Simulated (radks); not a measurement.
# V³⁺ in [Ar] 3d2: an all-electron calculation

An exercise on one series of results from a longer session: the logs are not shown, and one member is left open.

Program: radks (a radial shooting solver on a logarithmic mesh, Libxc functionals) version 1. Level of theory: non-relativistic Kohn-Sham, LDA (Slater exchange, VWN5 correlation), spin-polarised, spherical densities, point nucleus; open shells are filled with parallel spins first. These are calculated values, not measurements, unless marked.

## The atom as given

* element: vanadium (Z = 23)
* charge: +3
* electrons: 20
* configuration: [Ar] 3d2

The outer shells:

V³⁺
```
[Ar] core
3d [↑ ][↑ ][  ][  ][  ]
```

Set-up of the first run:

The run's settings:

```text
Z 23
configuration [Ar] 3d2 4s0 4p0
relativity non-relativistic
functional lda,vwn5
spin polarised
nucleus point
```

Started as:

```console
$ python run_ks.py task.json out
```

This one command runs every case of the session in turn.

One table of the session follows, with a row left open; its other results are not shown here.

It belongs to the step «Orbitals and density». Radial moments (bohr):

| level | <r> | outermost maximum (interpolated) | 90 % within | nodes |
| --- | --- | --- | --- | --- |
| 1s down | 0.06718 | 0.0442 | 0.120 | 0 |
| 1s up | 0.06718 | 0.0442 | 0.120 | 0 |
| 2s up | 0.3120 | 0.259 | 0.484 | 1 |
| 2s down | 0.3117 | 0.259 | 0.484 | 1 |
| 2p up | 0.2757 | 0.209 | 0.453 | 0 |
| 2p down | 0.2753 | 0.209 | 0.452 | 0 |
| 3s up | 0.9452 | 0.822 | 1.41 | 2 |
| 3s down | 0.9471 | 0.823 | 1.42 | 2 |
| 3p up | 0.9953 | 0.840 | 1.52 | 1 |
| 3p down | 0.9986 | 0.840 | 1.53 | 1 |
| 3d up | ? | ? | ? | ? |
| 3d down | 1.181 | 0.848 | 1.96 | 0 |
| 4s up | 2.486 | 2.26 | 3.59 | 3 |
| 4s down | 2.532 | 2.29 | 3.66 | 3 |
| 4p up | 2.804 | 2.53 | 4.08 | 2 |
| 4p down | 2.871 | 2.58 | 4.19 | 2 |

**Question.** Estimate the row for 3d up.

**Answer.** <r>: 1.163; outermost maximum (interpolated): 0.843; 90 % within: 1.93; nodes: 0. In the column «<r>» it lies between 3p down (0.9986) and 3d down (1.181).

To keep in mind: Open shells are spherical and high-spin; term and fine-structure splittings are not resolved.
